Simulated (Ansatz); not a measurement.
# ScAl: the cost of one run

Computed with Ansatz 0.2.0 (DFT PBEsol, scalar-relativistic, plane waves, PAW, unless a step's input says otherwise).

## Step 1: The structure to begin with

Symmetry: Cmcm, No. 63, orthorhombic system. Conventional cell: a = 3.291 Å, b = 11.017 Å, c = 4.337 Å, α = 90.00°, β = 90.00°, γ = 90.00°. Around Sc (site symmetry m2m) lie 7 Al at 2.91 to 3.04 Å and 6 Sc at 3.29 to 3.33 Å. Al (site symmetry m2m) has 2 Al at 2.66 Å and 7 Sc at 2.91 to 3.04 Å as nearest neighbours.

As a file:

```xyz
4
Lattice="1.6454 -5.5086 0.0000 1.6454 5.5086 0.0000 0.0000 0.0000 4.3368" Properties=species:S:1:pos:R:3 pbc="T T T"
Sc    1.6454   -3.7157    1.0842
Sc    1.6454    3.7157    3.2526
Al    1.6454   -0.7669    1.0842
Al    1.6454    0.7669    3.2526
```

It goes back to an entry of the Materials Project, which need not be the stable form.

This cell was relaxed beforehand with the same method: volume 19.65 Å³/atom, gap on the mesh none (metal).

## Step 2: Point at V/V0 = 0.97

input.yaml reads:

```yaml
crystal:
  lattice:
    - [1.6287364094, -5.4529880238, 0.0]
    - [1.6287364094, 5.4529880238, 0.0]
    - [0.0, 0.0, 4.2930023107]
  atoms:
    - { symbol: Sc, position: [0.8372590795, 0.1627409205, 0.25] }
    - { symbol: Sc, position: [0.1627409205, 0.8372590795, 0.75] }
    - { symbol: Al, position: [0.5696044068, 0.4303955932, 0.25] }
    - { symbol: Al, position: [0.4303955932, 0.5696044068, 0.75] }
basis:
  ecutwfc: 420
kpoints:
  mp_grid: { grid: [14, 14, 10] }
hamiltonian:
  xc: pbesol
scf:
  occupations: { method: gaussian, width: 0.1 }
output:
  forces: true
  stress: true
  eigenvalues: true
relax:
  adjacent_minimum: "off"
  f_tol: 0.01
  max_steps: 30
  cell: { stress_tol: 0.1, fix: [volume] }
```

Started as:

```bash
> ansatz run input.yaml --threads 1 --pin off --max-ram 2560MiB --backend cpu --events-out ev --progress --plain --runs-dir out
```

**Question.** How long does this run take on 1 thread of Intel Xeon Platinum 8375C at 2.90GHz (Ice Lake), shared host, and how much memory does it need?

About 2 min, with a peak of 0.75 GiB.
